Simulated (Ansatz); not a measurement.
# TaBi (rocksalt type): how the settings move a single-point run

How sensitive is a single-point run of TaBi (rocksalt type) to its settings? A reference run comes first, then two runs with altered input.

Program: Ansatz 0.2.0. Level of theory: reference: DFT, LDA, PAW with Ansatz's default frozen-core files, scalar-relativistic. These are calculated values, not measurements.

1 further run of the same task is left out (it didn't finish). Runs told in other sessions of the task aren't counted.

## 1. The starting structure

The structure is cubic, space group Fm-3m (No. 225). Conventional cell: a = 5.605 Å, b = 5.605 Å, c = 5.605 Å, α = 90.00°, β = 90.00°, γ = 90.00°. Around Ta (site symmetry m-3m) lie 6 Bi at 2.80 Å. Around Bi (site symmetry m-3m) lie 6 Ta at 2.80 Å.

As a file:

```
Ta Bi
1.0
     0.00000    2.80237    2.80237
     2.80237    0.00000    2.80237
     2.80237    2.80237    0.00000
Ta Bi
1 1
Direct
  0.00000 0.00000 0.00000
  0.50000 0.50000 0.50000
```

## 2. Baseline

Contents of input.yaml:

```yaml
crystal:
  lattice:
    - [0.0, 2.8023731453, 2.8023731453]
    - [2.8023731453, 0.0, 2.8023731453]
    - [2.8023731453, 2.8023731453, 0.0]
  atoms:
    - { symbol: Ta, position: [0.0, 0.0, 0.0] }
    - { symbol: Bi, position: [0.5, 0.5, 0.5] }
kpoints:
  mp_grid: { grid: [11, 11, 11] }
scf:
  occupations: { method: fermi_dirac, width: 0.08 }
hamiltonian:
  xc: lda
  pseudopotentials: { kind: paw }
output:
  forces: true
  stress: true
  eigenvalues: true
  populations: true
```

The run is started by

```
> ansatz run input.yaml --threads 1 --pin off --max-ram 2048MiB --backend cpu --events-out ev --progress --plain --runs-dir out
```

## 3. Changed: symmetry.detect false, mp_grid.grid [9, 9, 9], dr2_threshold 1.0e-06

input.yaml: that of step 2 with these lines changed.

```diff
@@ -8,6 +8,8 @@
     - { symbol: Bi, position: [0.5, 0.5, 0.5] }
+  symmetry: { detect: false }
 kpoints:
-  mp_grid: { grid: [11, 11, 11] }
+  mp_grid: { grid: [9, 9, 9] }
 scf:
   occupations: { method: fermi_dirac, width: 0.08 }
+  convergence: { dr2_threshold: 1.0e-06 }
 hamiltonian:
@@ -20 +22,5 @@
   populations: true
+  write_density: true
+  write_potential: true
+  elf: true
+  volumetric_format: npy
```

## 4. Variant: occupations.method cold, occupations.width 0.05

input.yaml: that of step 2 with these lines changed.

```diff
@@ -11,3 +11,3 @@
 scf:
-  occupations: { method: fermi_dirac, width: 0.08 }
+  occupations: { method: cold, width: 0.05 }
 hamiltonian:
```

Before running it: what results should come out? Wanted: for each run, ending; energy change; pressure; gap; force.

**Answer**, as computed:

| run | ending | energy change | pressure (GPa) | gap (eV) | force (eV/Å) | cycles | time |
| --- | --- | --- | --- | --- | --- | --- | --- |
| reference | converged | 0 | 6.7 | 0.00 | 0.00 | 6 | 2.8 s |
| 1: symmetry.detect false, mp_grid.grid [9, 9, 9], dr2_threshold 1.0e-06 | converged | -1.5 meV/atom | 6.6 | 0.00 | 0.00 | 6 | 33 s |
| 2: occupations.method cold, occupations.width 0.05 | converged | +0.1 meV/atom (σ→0) | 6.6 | 0.00 | 0.00 | 6 | 2.9 s |

Times don't compare one to one where runs were asked for different outputs or read a saved state (see the inputs); cycles may leave out searches for a lower state.

Residual by cycle in the longest SCF loop of each run; runs are numbered as in the table. The quantity is the density residual dr2, in eV.

| cycle | reference | run 1 | run 2 |
| --- | --- | --- | --- |
| 1 | 0.00443 | 0.00468 | 0.00395 |
| 2 | 0.00136 | 0.00141 | 0.00125 |
| 3 | 6.8e-5 | 7.2e-5 | 5.8e-5 |
| 4 | 6.1e-6 | 6.2e-6 | 5.6e-6 |
| 5 | 1.5e-7 | 1.3e-7 | 1.5e-7 |
| 6 | 4.4e-9 | 2.9e-9 | 5.0e-9 |

**Reading.** The table holds what each change does; none stands out.
